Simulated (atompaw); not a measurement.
# A PAW (atompaw) potential for germanium, from input to tests

Task: generate the file, and judge it by its logarithmic derivatives, its ghosts and its cutoff.

Method: atompaw 4.2.0.5, PBE, scalar-relativistic.

## 1. The design

Typed settings, in words:

| Quantity | Value |
| --- | --- |
| element | germanium (Ge, Z = 32) |
| type | PAW |
| frozen core | [Ar] 3d10 |
| valence charge | 4 |
| reference configuration | 4s2 4p2 |
| partial waves | 4s (bound): rc 2.95 bohr; 4s channel at 0.7 Ry: rc 1.25 bohr; 4p (bound): rc 2.40 bohr; 4p channel at 0.2 Ry: rc 2.70 bohr; 4d channel at -0.2 Ry: rc 2.95 bohr; 4d channel at 2.3 Ry: rc 2.95 bohr |
| local potential | ultrasoft scheme with l = 3 at 0 Ry, radius 2.30 bohr |
| core correction | smooth core density matched at 2.65 bohr |
| augmentation charge | sinc compensation charge, radius 2.30 bohr; PAW radius 2.95 bohr; waves and projectors: custom rrkj vanderbiltortho |

## 2. Generation

Contents of Ge.input:

```
Ge 32
GGA-PBE scalarrelativistic loggrid 1500 logderivrange -3 5 201
4 4 3 0 0 0
4 1 2
0 0 0
c
c
c
v
c
c
v
c
2
2.95 2.30 2.30 2.65
y
0.7
n
y
0.2
n
y
-0.2
y
2.3
n
custom rrkj vanderbiltortho sinc
3 0 ultrasoft
2.95
1.25
2.40
2.70
2.95
2.95
PWSCFOUT
UPFDX 0.0125d0 UPFXMIN -7.d0 UPFZMESH 32.d0
END
```

Started as:

```
$ atompaw < Ge.input > Ge.log
```

Before running it: what results should come out? Wanted: cutoffs for 10 and 1 mRy, occupied levels; bound ghosts; largest phase difference near zero energy, channels read; lowest eigenvalue of the overlap; share of valence orbitals outside the PAW sphere; UPF file.

As calculated:

```
                                                quantity             value
               cutoffs for 10 and 1 mRy, occupied levels    8 Ry and 12 Ry
                                            bound ghosts        none found
largest phase difference near zero energy, channels read         3.142 rad
         lowest eigenvalue of the overlap (Bessel basis)         0.090 (s)
        share of valence orbitals outside the PAW sphere  4s 14 %, 4p 40 %
                                                UPF file           written
```

In words: By its cutoff, 8 Ry for the looser tolerance, it is soft on the atom. The slowest occupied level is 4p: taken alone it needs 10 Ry to come within 1 mRy, against 6 Ry or less for 4s. The Bessel-basis test finds no level below the valence levels. Of the channels read, s scatters worst near zero energy, by up to 3.14 rad (at the energies tabulated). A step near π is an extra or missing state, not a misfit of shape. In the s channel the atom's pole at 4.85 Ry sits lower, at -0.30 Ry, in the pseudo curve. All of this concerns the isolated atom, not yet a solid.
